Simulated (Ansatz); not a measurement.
# SiSb3: the cost of one run

All numbers below are computed with Ansatz 0.2.0 (DFT, PBE, no spin polarisation, plane waves, PAW).

## (1) The structure

The structure is hexagonal, space group P6_3/m (No. 176). The conventional cell has a = 6.361 Å, b = 6.361 Å, c = 6.779 Å, α = 90.00°, β = 90.00°, γ = 120.00°. Sb (site symmetry m) has 1 Si at 1.91 Å as nearest neighbours. Around Si (site symmetry -6) lie 3 Sb at 1.91 Å.

As a file:

```
Sb Si
1.0
     6.36134    0.00000    0.00000
    -3.18067    5.50908    0.00000
     0.00000    0.00000    6.77937
Sb Si
6 2
Cartesian
  -0.9860 2.0384 1.6948
  4.1031 0.1653 5.0845
  1.9084 3.6360 1.6948
  4.1667 3.4707 5.0845
  -0.9224 5.3438 1.6948
  1.2723 1.8731 5.0845
  -0.0003 3.6729 1.6948
  3.1804 1.8362 5.0845
```

The first density is read from a saved solution for the starting cell.

## (2) The walk to rest

Input file input.yaml:

```yaml
crystal:
  lattice:
    - [6.36134, 0.0, 0.0]
    - [-3.18067, 5.509084, 0.0]
    - [0.0, 0.0, 6.779371]
  atoms:
    - { symbol: Sb, position: [0.03, 0.37, 0.25] }
    - { symbol: Sb, position: [0.66, 0.03, 0.75] }
    - { symbol: Sb, position: [0.63, 0.66, 0.25] }
    - { symbol: Sb, position: [0.97, 0.63, 0.75] }
    - { symbol: Sb, position: [0.34, 0.97, 0.25] }
    - { symbol: Sb, position: [0.37, 0.34, 0.75] }
    - { symbol: Si, position: [0.3333, 0.6667, 0.25] }
    - { symbol: Si, position: [0.6666, 0.3333, 0.75] }
  symmetry: { tolerance: 0.0003 }
kpoints:
  mp_grid: { grid: [6, 6, 5], shift: [0, 0, 0] }
magnetization:
  spin_polarized: false
scf:
  occupations: { method: gaussian, width: 0.2864 }
  lower_state_search: "off"
hamiltonian:
  pseudopotentials: { kind: paw }
  xc: pbe
basis:
  ecutwfc: 420
  fft_grid_basis: typed
relax:
  max_steps: 40
  f_tol: 0.03
output:
  forces: true
  stress: true
  eigenvalues: true
  bader: true
  populations: true
  elf: true
  write_potential: true
  volumetric_format: npy
  dos:
    e_range: [-12, 8]
    de: 0.05
    projected: { site_lists: { Sb: [Sb], Si: [Si] } }
  write_density: true
checkpoint:
  read: saved_state
```

The run is started by

```
ansatz run input.yaml --threads 2 --pin off --max-ram 2560MiB --backend cpu --events-out ev --progress --plain --runs-dir out
```

**Question.** How long does this run take on 2 threads of Arm Neoverse N1, shared host, and how much memory does it need?

About 3.6 min, with a peak of 0.67 GiB.
